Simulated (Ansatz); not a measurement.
# SiGeTe2S2: the cost of one run

Computed with Ansatz 0.2.0 (DFT PBE, scalar-relativistic, plane waves, PAW, unless a step's input says otherwise).

2 further runs of the same task are left out: 2 set aside as unsound or not needed.

**1. Starting point**

Symmetry: P4/mmm, No. 123, tetragonal system. The conventional cell has a = 4.331 Å, b = 4.331 Å, c = 9.204 Å, α = 90.00°, β = 90.00°, γ = 90.00°. Around Si (site symmetry 4/mmm) lie 4 S at 2.17 Å. Ge (site symmetry 4/mmm) has 8 Te at 3.36 Å as nearest neighbours. Te (site symmetry 4mm) is surrounded by 1 Te at 2.77 Å and 4 Ge at 3.36 Å. Around S (site symmetry mmm) lie 2 Si at 2.17 Å.

Structure file:

```xyz
6
Lattice="4.3311 0.0000 0.0000 0.0000 4.3311 0.0000 0.0000 0.0000 9.2044" Properties=species:S:1:pos:R:3 pbc="T T T"
Si    0.0000    0.0000    0.0000
Ge    0.0000    0.0000    4.6022
Te    2.1655    2.1655    5.9866
Te    2.1655    2.1655    3.2178
S     2.1655    0.0000    0.0000
S     0.0000    2.1655    0.0000
```

It is the end of an earlier relaxation with the same method, from a database cell with other species swapped in; it is a trial structure. At a tolerance of 0.05 Å it has space group P4/mmm (No. 123); it has 28.78 Å³/atom, an uncorrected energy of +0.36 eV/atom over the elements.

**2. Static run: bands, density of states and charges**

Contents of input.yaml:

```yaml
crystal:
  lattice:
    - [4.331068768, 0.0, 0.0]
    - [0.0, 4.331068768, 0.0]
    - [0.0, 0.0, 9.2044438712]
  atoms:
    - { symbol: Si, position: [0.0, 0.0, 0.0] }
    - { symbol: Ge, position: [0.0, 0.0, 0.5] }
    - { symbol: Te, position: [0.5, 0.5, 0.6504084763] }
    - { symbol: Te, position: [0.5, 0.5, 0.3495915237] }
    - { symbol: S, position: [0.5, 0.0, 0.0] }
    - { symbol: S, position: [0.0, 0.5, 0.0] }
basis:
  ecutwfc: 420
kpoints:
  mp_grid: { grid: [10, 10, 4] }
  band_path:
    path:
      - [[0.0, 0.0, 0.0], [0.0, 0.5, 0.0], [0.5, 0.5, 0.0], [0.0, 0.0, 0.0], [0.0, 0.0, 0.5], [0.0, 0.5, 0.5], [0.5, 0.5, 0.5], [0.0, 0.0, 0.5]]
      - [[0.0, 0.5, 0.0], [0.0, 0.5, 0.5]]
      - [[0.5, 0.5, 0.0], [0.5, 0.5, 0.5]]
    npoints: 14
hamiltonian:
  xc: pbe
scf:
  occupations: { method: gaussian, width: 0.1 }
  n_extra_bands: 15
output:
  forces: true
  stress: true
  eigenvalues: true
  populations: true
  dos: { projected: true, de: 0.02, nscf_kmesh: { grid: [12, 12, 5] } }
  bader: true
```

Started as:

```console
ansatz run input.yaml --threads 1 --pin off --max-ram 2560MiB --backend cpu --events-out ev --progress --plain --runs-dir out
```

What time and memory should one allow on 1 thread of Arm Neoverse V1, shared host?

About 2 min, with a peak of 0.86 GiB.
